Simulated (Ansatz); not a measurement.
# Al on graphene monolayer: hop to the nearest other hollow

Aim: the minimum-energy path and barrier of the hop to the nearest other hollow. The ends are relaxed first, then joined by a nudged elastic band. The slab cell is 3×3, 1 layer thick, and the adsorbate is set down on it by hand.

Program: Ansatz 0.2.0. Level of theory: DFT PBE+D3(BJ), plane waves, PAW, scalar-relativistic, collinear spin. These are calculated values, not measurements.

**1. The system as given**

The cell holds 19 atoms (C18Al): a = 7.398 Å, b = 7.398 Å, c = 11.000 Å, α = 90.00°, β = 90.00°, γ = 120.00°.

Its coordinates follow in the input file.

**2. Relaxing end A**

File input.yaml:

```yaml
crystal:
  lattice:
    - [7.398, 0.0, 0.0]
    - [-3.699, 6.406856, 0.0]
    - [0.0, 0.0, 11.0]
  atoms:
    - { symbol: C, position: [0.0, 0.0, 0.0909091] }
    - { symbol: C, position: [0.2222222, 0.1111111, 0.0909091] }
    - { symbol: C, position: [0.0, 0.3333333, 0.0909091] }
    - { symbol: C, position: [0.2222222, 0.4444444, 0.0909091] }
    - { symbol: C, position: [0.0, 0.6666667, 0.0909091] }
    - { symbol: C, position: [0.2222222, 0.7777778, 0.0909091] }
    - { symbol: C, position: [0.3333333, 0.0, 0.0909091] }
    - { symbol: C, position: [0.5555556, 0.1111111, 0.0909091] }
    - { symbol: C, position: [0.3333333, 0.3333333, 0.0909091] }
    - { symbol: C, position: [0.5555556, 0.4444444, 0.0909091] }
    - { symbol: C, position: [0.3333333, 0.6666667, 0.0909091] }
    - { symbol: C, position: [0.5555556, 0.7777778, 0.0909091] }
    - { symbol: C, position: [0.6666667, 0.0, 0.0909091] }
    - { symbol: C, position: [0.8888889, 0.1111111, 0.0909091] }
    - { symbol: C, position: [0.6666667, 0.3333333, 0.0909091] }
    - { symbol: C, position: [0.8888889, 0.4444444, 0.0909091] }
    - { symbol: C, position: [0.6666667, 0.6666667, 0.0909091] }
    - { symbol: C, position: [0.8888889, 0.7777778, 0.0909091] }
    - { symbol: Al, position: [0.3595854, 0.0636626, 0.27], spin: 1.0 }
magnetization:
  spin_polarized: true
basis:
  ecutwfc: 420.0
kpoints:
  mp_grid: { grid: [2, 2, 1] }
hamiltonian:
  xc: pbe
  dispersion: d3bj
scf:
  occupations: { method: gaussian, width: 0.05 }
  lower_state_search: "off"
relax:
  f_tol: 0.03
  max_steps: 60
  adjacent_minimum: "off"
output:
  write_density: true
  write_potential: true
  elf: true
  volumetric_format: npy
```

Command:

```
$ ansatz run input.yaml --threads 2 --pin off --max-ram 5120MiB --backend cpu --events-out ev --progress --plain --runs-dir out
```

Output, shortened:

```text
Warning: RAYON_NUM_THREADS=2 ignored (pool sized by the plan → 2); use --threads N
[...]
Pseudopotentials: kind: paw
Pseudopotential: C, paw, valence charge 4, recommended cutoff 420 eV (normal), C.paw.azcp
Pseudopotential: Al, paw, valence charge 3, recommended cutoff 420 eV (normal), Al.paw.azcp
Functional definition: PBE
[...]
Crystal: 19 atoms, lattice volume = 521.377 Å³
Basis set: ecut = 420 eV, 10225 PW (Γ), exchange–correlation on 100×100×150 points (8 copies of the dense FFT grid, shifted against one another)
Bands: 57, of which v1, the nominal top of the filled ones, is band 38 counted from 1 (37 counted from 0)
Symmetry: 1 space group operations
Space group: P1 (ITA 1), of the structure as read, at distance tolerance 8.0e-5 Å
Magnetic group: BNS 1.1 (UNI 1), of the structure as read, at distance tolerance 8.0e-5 Å
k-points: 4
[...]
Starting moments: Σ|m| = 1 μB on 1 of 19 sites
[...]
WARN: the starting moments were not kept: the SCF closed with an absolute magnetisation of 1.9e-4 μB, where they sum to 1 μB in size (1 site). That is at most 0.1 of that sum. Measured as dr2_m measures the in/out step, that magnetisation stands 1.7e-9 eV from none, at or under the [...]
relax step   1: F+E_penalty+E_count = -5053.59978670 eV  Δ(F+E_penalty+E_count) = +0.000e0 eV  max|allowed force component| = 2.291e0 eV/Å  Δτ_max = 0.0000 Å  (14 SCF iters, dr2 threshold 2.25e-5 eV, accepted)
[...]
WARN: dispersion: an atom stands within reach of a switch of its C6 between two reference coordination numbers of its element: through that C6 alone, e_disp changes by 0.025 eV or more while the distances to its neighbours run over a stretch of 0.05 Å that contains this geometry (sites [...]
relax step   3: F+E_penalty+E_count = -5053.91215791 eV  Δ(F+E_penalty+E_count) = -1.407e-1 eV  max|allowed force component| = 2.980e-1 eV/Å  Δτ_max = 0.1359 Å  (8 SCF iters, dr2 threshold 1.00e-4 eV, accepted)
[...]
relax step   4: F+E_penalty+E_count = -5053.94657615 eV  Δ(F+E_penalty+E_count) = -3.442e-2 eV  max|allowed force component| = 1.519e-1 eV/Å  Δτ_max = 0.2000 Å  (9 SCF iters, dr2 threshold 5.55e-6 eV, accepted)
[...]
WARN: the starting moments were not kept: the SCF closed with an absolute magnetisation of 1.9e-4 μB, where they sum to 1 μB in size (1 site). That is at most 0.1 of that sum. Measured as dr2_m measures the in/out step, that magnetisation stands 1.7e-9 eV from none, at or under the [...]
[...]
```

**3. The output, continued: end point A relaxed**

The log, continued:

```text
relax step   5: F+E_penalty+E_count = -5053.97485334 eV  Δ(F+E_penalty+E_count) = -2.828e-2 eV  max|allowed force component| = 3.438e-1 eV/Å  Δτ_max = 0.1981 Å  (10 SCF iters, dr2 threshold 1.44e-6 eV, accepted)
[... 4 lines left out ...]
relax step   6: F+E_penalty+E_count = -5053.99837494 eV  Δ(F+E_penalty+E_count) = -2.352e-2 eV  max|allowed force component| = 2.221e-1 eV/Å  Δτ_max = 0.1946 Å  (8 SCF iters, dr2 threshold 3.07e-5 eV, accepted)
[... 4 lines left out ...]
relax step   7: F+E_penalty+E_count = -5054.01084913 eV  Δ(F+E_penalty+E_count) = -1.247e-2 eV  max|allowed force component| = 1.043e-1 eV/Å  Δτ_max = 0.2000 Å  (8 SCF iters, dr2 threshold 2.06e-5 eV, accepted)
[... 4 lines left out ...]
relax step   8: F+E_penalty+E_count = -5054.01207368 eV  Δ(F+E_penalty+E_count) = -1.225e-3 eV  max|allowed force component| = 1.002e-2 eV/Å  Δτ_max = 0.0528 Å  (8 SCF iters, dr2 threshold 2.40e-6 eV, accepted)
preconditioner: auto → Resta (q_TF=auto, 1.975 Å⁻¹)  ε∞=2.1  [insulator: Δε(μ)=1.496 eV  Ē_g=13.416 eV  σ=0.050 eV  W_gap=1.00  n_scr=72 (ndim 8)  ℏωp=14.1 eV  f_vac=0.595  D(μ)=0.00/eV (n_scr^D=0)  ε∞_Penn≈2.1  vacuum switching on, ρ_ref=1.3e-2 e/Å³]
spin=Collinear: Resta preconditioning applied to the charge; magnetization (m = ρ↑ − ρ↓) channel mixes plain (no charge-response kernel on spin).
the starting moments were not kept: the SCF closed with an absolute magnetisation of 1.6e-5 μB, where they sum to 1 μB in size (1 site). That is at most 0.1 of that sum. Measured as dr2_m measures the in/out step, that magnetisation stands 2.2e-11 eV from none, at or under the dr2_threshold of 1.0e-7 eV: it is no larger than a step whose dr2_m would equal this threshold.
WARN: dispersion: an atom stands within reach of a switch of its C6 between two reference coordination numbers of its element: through that C6 alone, e_disp changes by 0.025 eV or more while the distances to its neighbours run over a stretch of 0.05 Å that contains this geometry (sites counted from 0 in the run's list of atoms or, in a supercell that it derives, in that cell's: here a list of 19) — site 18 (Al): coordination number 2.129 (about 1.72 to 2.54 with every neighbour 0.05 Å farther or nearer), switch near 2.423 between the references 1.931 (weight 0.91) and 2.915 (weight 0.09), e_disp changing by some 0.04 eV. This is how the published method behaves, and the energy and the forces stay consistent. Where you compare this geometry's total energy with another's, compare their components.e_disp too, and, where the geometries are yours to choose, keep both on one side of the switch, which a site's coordination number tells: a relaxation that ends in reach of it can search the other side under relax.adjacent_minimum: search, except where no move that the cell, the constraints and the symmetry allow carries the atom there
relax step   9: F+E_penalty+E_count = -5054.01207369 eV  Δ(F+E_penalty+E_count) = -8.356e-9 eV  max|allowed force component| = 1.007e-2 eV/Å  Δτ_max = 0.0000 Å  (4 SCF iters, accepted)
NSCF: frozen V_eff on 4 k-points
the band table was solved once a step of the walk had ended and its energy, with any forces and stress, was formed, with the checks that follow a solve (3306 applications of the Hamiltonian). They found nothing against the state; the energy, forces and stress were not computed again (output.eigenvalues in the input reference)
WARN: The output density's exchange-correlation potential varies sharply where the density is thin. Do not read a vacuum level from v_tot or v_xc, or from such a field of the output density. On a cell that repeats whose density bears no net charge and no dipole along the vacuum's axis use v_es (v_loc + v_h of the components); under efield.dipole_correction with no amplitude use v_es + v_field, which holds any external_charges[].barrier, or the levels of the report's work_function block, which leave it out; under a non-zero efield.amplitude the vacuum is tilted and has no level; on a cell that repeats and bears such a dipole with no correction it is tilted too, and efield.dipole_correction with no amplitude gives each side of its ramp a level where efield: is served; in a cell that repeats whose density bears a net charge (total_charge, or a fill off its count) it is curved and has none; of a slab under crystal.periodic whose density bears no net charge use v_es, which has a level on each side, short of where the two are joined; of another it falls or rises all the way out and has none; of a slab beside external_charges read slab_vacuum_level instead, which it has where they leave it neutral. The grid or the basis barely resolves most such structure, and the values can differ between equally converged runs; as a rule a tighter scf.convergence.dr2_threshold does not remove it. Where the density itself ripples (under the LDA too) a higher basis.ecutwfc lessens it. The files hold the spikes' plane waves up to the density's cutoff. Files: v_tot_of_output_density and the like, and their columns of v_z.tsv (output.write_potential); v_xc_of_output_density and the like, and their columns of v_comp_z.tsv (output.write_potential_components). Measured: with its Gaussian average of σ = 0.25 Å subtracted twice, the exchange-correlation potential is over 0.1 eV at 2302 of the grid points where the equally averaged density (valence and model cores) is under 1e-3 e/Å³, and 0.840 eV at the most among them, at an averaged density of 2.1e-5 e/Å³. The input density's (outcome.potential() and, of a run that writes arrays, v_tot and v_xc) is over 0.1 eV, so measured, at 2302 points of its own thin density, 0.840 eV at the most. See output.write_potential in the manual, Limitations
Magnetization: 0.0000 μB (37.5000 up, 37.5000 down)
Absolute magnetization: 0.0000 μB (∫|ρ↑−ρ↓|, with the PAW one-centre terms)
Spin contamination: 0.0000 ħ² per cell (⟨S²⟩ above its minimum at these occupations)
Per-site moments (μB) at R_I (Å): [(2.780152278794815e-8, 0.5858234762674657), (-1.1818376184197586e-7, 0.5865518958364592), (6.960784262318539e-8, 0.5858675671073459), (-1.8873783163858085e-8, 0.5858675671073459), (-2.9474580073316716e-8, 0.5858256583196653), (4.8026673434408783e-8, 0.5858256583196653), (-2.314140519259264e-7, 0.5866314109741646), (-8.77862597246975e-8, 0.5865328001350616), (1.0429742479365182e-7, 0.5864364899792156), (2.1808383258832824e-7, 0.586381398838102), (-3.8428046164473105e-8, 0.5858284731875469), (3.8718911526091104e-8, 0.5858305171522246), (2.23867268850644e-8, 0.5858305171522246), (-6.798213386005613e-8, 0.5858411620866895), (1.3103337087180048e-7, 0.5864200892513538), (-2.5731127206035932e-8, 0.5858774300058005), (-4.830857709957503e-8, 0.5858977819217397), (3.050943888156757e-8, 0.5858234762674657), (-3.2487372526647166e-8, 1.0692688280133509)]
Free energy (F): -5054.012074 eV
Harris-Foulkes:  -5054.012074 eV  (|F-HF|=6.55e-11)
Internal energy: -5054.012074 eV  (E = F + TS)
E sigma→0 (E₀):  -5054.012074 eV
Fermi energy:    0.507302 eV
--- Per-component energies (eV) ---
  E_band       = -678.932315
  E_kinetic    = 1659.477094
  E_local      = -14981.379986  (includes V_loc(G=0)·N_el)
  E_nonlocal   = 503.184932
[...]
  E_hartree    = 6681.390471
  E_xc         = -902.349657
  E_vxc        = -1096.649246  (∫ρ·V_xc dr)
  E_paw        = -2255.535238  (= ΣΔE_a)
  E_vpaw       = -126.346040  (= ΣTr[D̂ρ^β])
  E_aug_tail   = 0.000133  (compensation charges beyond the density's cutoff)
  E_ewald      = 4243.000962
  E_disp       = -1.800784  (pairwise vdW)
  E_smearing   = -0.000000  (= −TS)
  E_closure    = 0.000000  (closes the sum)
  Σ components = -5054.012074   (vs F -5054.012074, Δ=0.00e0)
--- Forces (eV/Å), atoms counted from 1 ---
  atom   1  C      0.00180620     0.00310798     0.00396310
  atom   2  C      0.00526115     0.00053044    -0.00126682
  atom   3  C     -0.00014355    -0.00247693     0.00077996
  atom   4  C      0.00210038     0.00053272    -0.00071220
  atom   5  C      0.00025875     0.00233636    -0.00113320
  atom   6  C      0.00024522     0.00516854     0.00618561
  atom   7  C     -0.00009984    -0.00009460    -0.00571566
  atom   8  C     -0.00591398     0.00048809    -0.00027224
  atom   9  C      0.00624458    -0.00595275     0.00151391
  atom  10  C     -0.00033442    -0.01007426     0.00059160
  atom  11  C     -0.00033036     0.00243808    -0.00125098
  atom  12  C     -0.00268889    -0.00143273    -0.00005564
  atom  13  C     -0.00142652     0.00303877     0.00359742
  atom  14  C     -0.00006601     0.00156341    -0.00183476
  atom  15  C     -0.00663845    -0.00598812     0.00147538
  atom  16  C     -0.00166704     0.00050215    -0.00105279
  atom  17  C      0.00008146    -0.00025031    -0.00243704
  atom  18  C      0.00255009    -0.00133916    -0.00022834
  atom  19  Al     0.00076129     0.00790268    -0.00217145
  max |Σ_I F_I| component: 2.42e-5 eV/Å
--- Band table (eV; the first three rows and the last of 8) ---
  k-point 0 ↑: bands = ["-19.7137", "-17.3063", "-17.1781", "-17.1777", "-16.9860", "-16.9860", "-16.9766", "-12.7719", "-12.7719", "-12.7247", "-12.7245", "-10.7877", "-10.6853", "-9.8086", "-9.7837", "-9.7836", "-9.7746", "-9.7745", "-9.7306", "-8.1979", "-5.9660", "-5.9577", "-5.9576", "-5.8898", "-5.8897", "-5.8184", "-5.6655", "-5.1967", "-5.1961", "-4.6983", "-4.6974", "-4.6919", "-3.1505", "-3.1505", "-2.7606", "-0.4212", "-0.4211", "-0.2412", "-0.2409", "1.9748", "1.9758", "2.6524", "3.0633", "4.2130", "4.3751", "4.3766", "4.5583", "4.6505", "4.7900", "4.7901", "5.6069", "5.6069", "5.6219", "6.1419", "6.8593", "6.8602", "6.9232"]
  k-point 1 ↑: bands = ["-19.1643", "-18.9463", "-17.7471", "-17.7254", "-15.3104", "-15.2433", "-15.2405", "-15.2180", "-14.4147", "-13.3979", "-11.6364", "-11.6060", "-11.5162", "-11.4728", "-8.3069", "-8.2394", "-8.1907", "-8.1089", "-7.8970", "-7.8746", "-7.7322", "-7.0154", "-6.5771", "-6.5579", "-6.5253", "-5.7360", "-5.6857", "-5.5053", "-5.3937", "-4.3296", "-4.2467", "-3.3140", "-3.2810", "-3.0765", "-2.8291", "-2.5219", "-2.4852", "1.2552", "1.5190", "1.6259", "1.8907", "2.1677", "2.4312", "2.4726", "3.2360", "3.9286", "4.2460", "4.7676", "5.0491", "5.8598", "5.9570", "5.9754", "6.0987", "6.1801", "6.4043", "6.4803", "6.9148"]
  k-point 2 ↑: bands = ["-19.1643", "-18.9464", "-17.7473", "-17.7253", "-15.3104", "-15.2452", "-15.2387", "-15.2179", "-14.4147", "-13.3980", "-11.6363", "-11.6059", "-11.5164", "-11.4729", "-8.3069", "-8.2395", "-8.1909", "-8.1088", "-7.8970", "-7.8746", "-7.7322", "-7.0155", "-6.5769", "-6.5580", "-6.5254", "-5.7363", "-5.6853", "-5.5054", "-5.3937", "-4.3295", "-4.2467", "-3.3082", "-3.2876", "-3.0758", "-2.8292", "-2.5220", "-2.4851", "1.2571", "1.5163", "1.6246", "1.8936", "2.1672", "2.4314", "2.4724", "3.2357", "3.9287", "4.2461", "4.7676", "5.0492", "5.8599", "5.9567", "5.9756", "6.0978", "6.1809", "6.4039", "6.4805", "6.9146"]
  k-point 3 ↓: bands = ["-19.1643", "-18.9464", "-17.7473", "-17.7252", "-15.3103", "-15.2455", "-15.2384", "-15.2179", "-14.4147", "-13.3980", "-11.6363", "-11.6059", "-11.5164", "-11.4729", "-8.3069", "-8.2395", "-8.1909", "-8.1088", "-7.8970", "-7.8746", "-7.7322", "-7.0155", "-6.5769", "-6.5580", "-6.5254", "-5.7364", "-5.6852", "-5.5054", "-5.3937", "-4.3295", "-4.2467", "-3.3060", "-3.2900", "-3.0756", "-2.8293", "-2.5220", "-2.4851", "1.2576", "1.5156", "1.6243", "1.8942", "2.1671", "2.4314", "2.4724", "3.2357", "3.9287", "4.2461", "4.7676", "5.0493", "5.8599", "5.9566", "5.9756", "6.0976", "6.1810", "6.4038", "6.4805", "6.9145"]
--- Relaxed structure (9 steps of the walk, 9 accepted, 0 SCFs on fresh bases) ---
  F+E_penalty+E_count = -5054.01207369 eV   max|allowed force component| = 1.007e-2 eV/Å
  atoms:
    - { symbol: C, position: [-0.005395401006800499, -0.008600201944602232, 0.08994823539998387] }
    - { symbol: C, position: [0.21654526017363449, 0.102426144247471, 0.08972695986860169] }
    - { symbol: C, position: [-0.004293102772703061, 0.3252833045211594, 0.08989809256808193] }
    - { symbol: C, position: [0.21738685860979254, 0.43693646162665506, 0.09002537892767819] }
    - { symbol: C, position: [-0.004291265583010961, 0.6586219830959472, 0.08990692458288889] }
    - { symbol: C, position: [0.21737282570983918, 0.7686175469143376, 0.08993294905568865] }
    - { symbol: C, position: [0.32836425316933837, -0.009411663533790127, 0.08972338467275372] }
    - { symbol: C, position: [0.5520170056967872, 0.10243013540719663, 0.08972862475194382] }
    - { symbol: C, position: [0.32839277038911585, 0.3260454159345083, 0.08979230710690451] }
    - { symbol: C, position: [0.55197670086124, 0.43781315135142973, 0.08985196168875258] }
    - { symbol: C, position: [0.3290415435349051, 0.658621107861285, 0.08990354805720535] }
    - { symbol: C, position: [0.551264304194168, 0.7697358546848047, 0.08990674862240719] }
    - { symbol: C, position: [0.6629221327586633, -0.008598167578995635, 0.0899511464622272] }
    - { symbol: C, position: [0.8845956557113445, 0.10306084089340758, 0.08988307508859578] }
    - { symbol: C, position: [0.6637838414881857, 0.3260406714138831, 0.08980340699379055] }
    - { symbol: C, position: [0.8856745985290195, 0.43693469927177936, 0.09003539731884905] }
    - { symbol: C, position: [0.662909116039667, 0.6596892920438056, 0.09007828368552573] }
    - { symbol: C, position: [0.8846009124933508, 0.7697364963606741, 0.08991054979069613] }
    - { symbol: Al, position: [0.4367174900034615, 0.20827942742904176, 0.28835682535742485] }
```

It took 1.8 min on 2 threads of Arm Neoverse V1, shared host; peak memory 0.86 GiB.

The steps of the relaxation:

```csv
step,energy from step 1 (eV/cell),largest force component (eV/Å)
1,0.0000,2.2910
2,-0.1717,1.3125
3,-0.3124,0.2980
4,-0.3468,0.1519
5,-0.3751,0.3438
6,-0.3986,0.2221
7,-0.4111,0.1043
8,-0.4123,0.0100
9,-0.4123,0.0101
```

Step 1 is the start. Step 9 solves the same geometry again.

Largest move: Al19, 0.95 Å.

**4. Relaxing end B**

The second end starts from a geometry with the move made by hand.

File input.yaml:

```yaml
crystal:
  lattice:
    - [7.398, 0.0, 0.0]
    - [-3.699, 6.406856, 0.0]
    - [0.0, 0.0, 11.0]
  atoms:
    - { symbol: C, position: [0.0, 0.0, 0.09090909] }
    - { symbol: C, position: [0.22222222, 0.11111111, 0.09090909] }
    - { symbol: C, position: [0.0, 0.33333333, 0.09090909] }
    - { symbol: C, position: [0.22222222, 0.44444444, 0.09090909] }
    - { symbol: C, position: [0.0, 0.66666666, 0.09090909] }
    - { symbol: C, position: [0.22222222, 0.77777777, 0.09090909] }
    - { symbol: C, position: [0.33333333, 0.0, 0.09090909] }
    - { symbol: C, position: [0.55555556, 0.11111111, 0.09090909] }
    - { symbol: C, position: [0.33333333, 0.33333333, 0.09090909] }
    - { symbol: C, position: [0.55555555, 0.44444444, 0.09090909] }
    - { symbol: C, position: [0.33333333, 0.66666666, 0.09090909] }
    - { symbol: C, position: [0.55555555, 0.77777777, 0.09090909] }
    - { symbol: C, position: [0.66666667, 0.0, 0.09090909] }
    - { symbol: C, position: [0.88888889, 0.11111111, 0.09090909] }
    - { symbol: C, position: [0.66666667, 0.33333333, 0.09090909] }
    - { symbol: C, position: [0.88888889, 0.44444444, 0.09090909] }
    - { symbol: C, position: [0.66666666, 0.66666666, 0.09090909] }
    - { symbol: C, position: [0.88888889, 0.77777777, 0.09090909] }
    - { symbol: Al, position: [0.18518519, -0.07407407, 0.25363636], spin: 1.0 }
magnetization:
  spin_polarized: true
basis:
  ecutwfc: 420.0
kpoints:
  mp_grid: { grid: [2, 2, 1] }
hamiltonian:
  xc: pbe
  dispersion: d3bj
scf:
  occupations: { method: gaussian, width: 0.05 }
  lower_state_search: "off"
relax:
  f_tol: 0.03
  max_steps: 60
  adjacent_minimum: "off"
```

Command:

```
$ ansatz run input.yaml --threads 2 --pin off --max-ram 5120MiB --backend cpu --events-out ev --progress --plain --runs-dir out
```

Output, shortened:

```text
Warning: RAYON_NUM_THREADS=2 ignored (pool sized by the plan → 2); use --threads N
[...]
[... 4 set-up lines as earlier in the session ...]
[...]
Crystal: 19 atoms, lattice volume = 521.377 Å³
Basis set: ecut = 420 eV, 10225 PW (Γ), exchange–correlation on 100×100×150 points (8 copies of the dense FFT grid, shifted against one another)
Bands: 57, of which v1, the nominal top of the filled ones, is band 38 counted from 1 (37 counted from 0)
Symmetry: 2 space group operations
Space group: Cm (ITA 8), of the structure as read, at distance tolerance 8.0e-5 Å
[...]
WARN: the starting moments were not kept: the SCF closed with an absolute magnetisation of 2.4e-4 μB, where they sum to 1 μB in size (1 site). That is at most 0.1 of that sum. Measured as dr2_m measures the in/out step, that magnetisation stands 3.0e-9 eV from none, at or under the [...]
WARN: dispersion: an atom stands within reach of a switch of its C6 between two reference coordination numbers of its element: through that C6 alone, e_disp changes by 0.025 eV or more while the distances to its neighbours run over a stretch of 0.05 Å that contains this geometry (sites [...]
relax step   4: F+E_penalty+E_count = -5053.99899577 eV  Δ(F+E_penalty+E_count) = -6.794e-2 eV  max|allowed force component| = 2.574e-1 eV/Å  Δτ_max = 0.2000 Å  (9 SCF iters, dr2 threshold 1.55e-5 eV, accepted)
[...]
relax step   5: F+E_penalty+E_count = -5053.99147257 eV  Δ(F+E_penalty+E_count) = +7.523e-3 eV  max|allowed force component| = 7.826e-1 eV/Å  Δτ_max = 0.2000 Å  (9 SCF iters, dr2 threshold 4.14e-6 eV, rejected (line search))
[...]
spin=Collinear: Resta preconditioning applied to the charge; magnetization (m = ρ↑ − ρ↓) channel mixes plain (no charge-response kernel on spin).
[...]
```

(Part 1 of 3 ends here.)
